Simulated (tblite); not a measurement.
# C4H11BSSi2: the cost of one run

Programs: tblite 0.8.0 and PySCF 2.14.0, with density-fitted response routines of our own. Each step states its level of theory. These are calculated values for one molecule in the gas phase, unless marked as measured. Atoms count from 0, in the outputs and in this text.

### Step 1. The molecule as given

19 atoms, charge 0, multiplicity 1; geometry from: force field or distance geometry start.

Bonds of the start (Å): B0–C1 1.55, C1–Si2 1.85, Si2–S3 2.16, S3–Si4 2.16, Si4–C5 1.86, C5–C6 1.50, C6–C7 1.50, C5–B0 1.57, C7–C5 1.52, B0–H8 1.20, C1–H9 1.11, C1–H10 1.13, Si2–H11 1.47, Si2–H12 1.45, Si4–H13 1.48, Si4–H14 1.46, C6–H15 1.09, C6–H16 1.12, C7–H17 1.09, C7–H18 1.13.

### Step 2. Geometry optimisation with GFN2-xTB

What the job is given:

```
{"job": {"kind": "relax", "xc": "GFN2-xTB", "basis": "xTB"}, "charge": 0, "multiplicity": 1}
B      0.052300    -1.102500    -0.565500
C      1.596700    -1.194800    -0.681400
Si     2.506800     0.413100    -0.542100
S      2.047700     1.126200     1.440400
Si    -0.076800     0.777300     1.627300
C     -0.800300     0.045300     0.075900
C     -1.810400     0.830800    -0.700500
C     -2.282300    -0.241800     0.240600
H     -0.540300    -2.107900    -0.838800
H      1.937100    -1.741600    -1.579600
H      1.947800    -1.810500     0.197400
H      1.899600     1.393200    -1.460600
H      3.939600     0.277300    -0.751200
H     -0.669200     2.124200     1.769000
H     -0.419700    -0.002300     2.807300
H     -2.000100     0.621700    -1.749400
H     -1.999400     1.856600    -0.289300
H     -2.782800    -0.007200     1.184200
H     -2.556100    -1.247900    -0.191000
```

The run is started by

```sh
OMP_NUM_THREADS=1 python probes_run.py task.json out
```

The driver reads the jobs from task.json and runs them one after another.

Q: Estimate the wall time and peak memory of this first job on 1 thread of Arm Neoverse V2, shared host.

About 1.2 s, with a peak of 0.18 GiB.
